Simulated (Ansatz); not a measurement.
**CCl₃HfNO: how energies converge with the basis set**

How large a basis does CCl₃HfNO need? Two functionals are run in growing sets.

The runs use Ansatz 0.2.0, Gaussian basis; one geometry, several basis sets.

Plan: PBE0-D4/def2-SVP; ωB97M-V/def2-SVP; PBE0-D4/def2-QZVPP; ωB97M-V/def2-QZVPP; the functionals' def2-TZVPP values are taken from earlier runs.

1 further run of the same task is left out (for a known fault of the program). Runs told in other sessions of the task aren't counted.

**1. The relaxed structure**

All runs share one geometry, relaxed beforehand with PBE0-D4 in a triple-zeta def2 set. Hf takes the def2 core potential; no spin-orbit term is included.

SMILES `O=C=[N][Hf]([Cl])([Cl])[Cl]`, 7 atoms, charge 0, spin multiplicity 1.

Atoms are counted from 1 here; the program's logs count them from 0.

Bond lengths: O1–C2 1.159 Å, C2–N3 1.205 Å, N3–Hf4 2.003 Å, Hf4–Cl5 2.324 Å, Hf4–Cl6 2.324 Å, Hf4–Cl7 2.324 Å. Angles: O1–C2–N3 180.0°, C2–N3–Hf4 180.0°, N3–Hf4–Cl5 108.9°, N3–Hf4–Cl6 108.9°, N3–Hf4–Cl7 108.9°, Cl5–Hf4–Cl6 110.0°, Cl5–Hf4–Cl7 110.1°, Cl6–Hf4–Cl7 110.0°.

**2. PBE0-D4 in def2-SVP**

in.yaml reads:

```yaml
crystal:
  periodic: [false, false, false]
  atoms:
    - {symbol: O, position_ang: [0.898815, -2.455435, 2.048163]}
    - {symbol: C, position_ang: [0.585203, -1.598194, 1.333307]}
    - {symbol: N, position_ang: [0.259232, -0.707104, 0.590285]}
    - {symbol: Hf, position_ang: [-0.283009, 0.772908, -0.644927]}
    - {symbol: Cl, position_ang: [-2.235378, 0.157252, -1.745627]}
    - {symbol: Cl, position_ang: [-0.646091, 2.699796, 0.603185]}
    - {symbol: Cl, position_ang: [1.421218, 1.130777, -2.184397]}
basis:
  gaussian: {orbitals: def2-SVP}
hamiltonian: {xc: pbe0, dispersion: d4}
output: {orbitals: {seedname: orbitals}}
```

Launch:

```sh
ansatz run in.yaml --threads 4 --pin off --events-out ev --progress --plain --max-ram 11315MiB
```

The runs that follow: ωB97M-V in def2-SVP; PBE0-D4 in def2-QZVPP; ωB97M-V in def2-QZVPP.

**Question.** What will the summary of the whole plan be? Wanted: PBE0-D4: double and triple zeta above quadruple; ωB97M-V: double and triple zeta above quadruple.

**Answer**, as computed:

```
                                       quantity           value
PBE0-D4: double and triple zeta above quadruple  19.81, 1.33 eV
ωB97M-V: double and triple zeta above quadruple  19.72, 1.25 eV
```

**Reading.** For PBE0-D4 the step from double to triple zeta gains 18.48 eV and the next only 1.33 eV. Total energies overstate the basis error of differences, where much of it tends to cancel.
